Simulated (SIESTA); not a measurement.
Input of a SIESTA 5.4.2 run:

The input Ba2Cd.fdf:

```
SystemName                      Ba2Cd
SystemLabel                     Ba2Cd
NumberOfSpecies                 2
NumberOfAtoms                   6
%block ChemicalSpeciesLabel
  1  56 Ba
  2  48 Cd
%endblock ChemicalSpeciesLabel

LatticeConstant                 1.0 Ang
%block LatticeVectors
     4.2720000000     0.0000000000     0.0000000000
     0.0000000000     4.2720000000     0.0000000000
     0.0000000000     0.0000000000    26.5520000000
%endblock LatticeVectors
AtomicCoordinatesFormat         Fractional
%block AtomicCoordinatesAndAtomicSpecies
     0.0000000000     0.0000000000     0.2824645978  1  Ba
     0.5000000000     0.5000000000     0.3568846038  2  Cd
     0.0000000000     0.0000000000     0.4313046098  1  Ba
     0.5000000000     0.5000000000     0.5686953902  1  Ba
     0.0000000000     0.0000000000     0.6431153962  2  Cd
     0.5000000000     0.5000000000     0.7175354022  1  Ba
%endblock AtomicCoordinatesAndAtomicSpecies

%block kgrid.MonkhorstPack
    6   0   0  0.0
    0   6   0  0.0
    0   0   1  0.0
%endblock kgrid.MonkhorstPack
XC.Functional                   LDA
XC.Authors                      PW92
PAO.BasisSize                   DZP
PAO.EnergyShift                 0.003 Ry
Mesh.Cutoff                     800 Ry
OccupationFunction              FD
ElectronicTemperature           0.05 eV
Slab.DipoleCorrection           vacuum
MaxSCFIterations                120
SCF.MustConverge                false
SCF.Mixer.Method                Pulay
SCF.Mixer.Weight                0.25
SCF.Mixer.History               8
SCF.DM.Tolerance                5.0e-05
SCF.H.Tolerance                 1.0e-03 eV
WriteForces                     true
Charge.Mulliken                 end
Charge.Hirshfeld                end
Charge.Voronoi                  end
SaveRho                         true
SaveElectrostaticPotential      true
%block PAO.Basis
  Ba 5
  n=5 0 2
    4.404 0.000
  n=6 0 2
    9.500 0.000
  n=5 1 2
    5.254 0.000
  n=6 1 1
    9.500
  n=5 2 1
    7.000
  Cd 5
  n=4 0 2
    2.630 0.000
  n=5 0 2
    7.445 0.000
  n=4 1 2
    2.973 0.000
  n=5 1 1
    7.445
  n=4 2 2
    4.594 0.000
%endblock PAO.Basis
```

Potentials or basis: PseudoDojo 0.4 standard (LDA files), DZP (energy shift 0.003 Ry; two zetas on semicore shells; d shell added on Ba).

Run with:

```bash
$ siesta < Ba2Cd.fdf > Ba2Cd.out 2>&1
```

Q: Estimate the largest force.

A: 0.308 eV/Å.

Q: Estimate the Voronoi charges.

A: Ba +0.07, +0.04; Cd -0.11 e.

Q: What does it give for the band gap on the k mesh?

A: None (metal or under the smearing width).

Forces on the atoms (eV/Å):
```
Ba   0.000  0.000  0.308
Cd   0.000  0.000 -0.124
Ba   0.000  0.000 -0.034
Ba   0.000  0.000  0.034
Cd   0.000  0.000  0.124
Ba   0.000  0.000 -0.307
```

Caveat: the basis of atomic orbitals isn't converged, which shifts pressures, moduli and gaps. Spin-orbit coupling is left out, which matters for the levels of Ba.
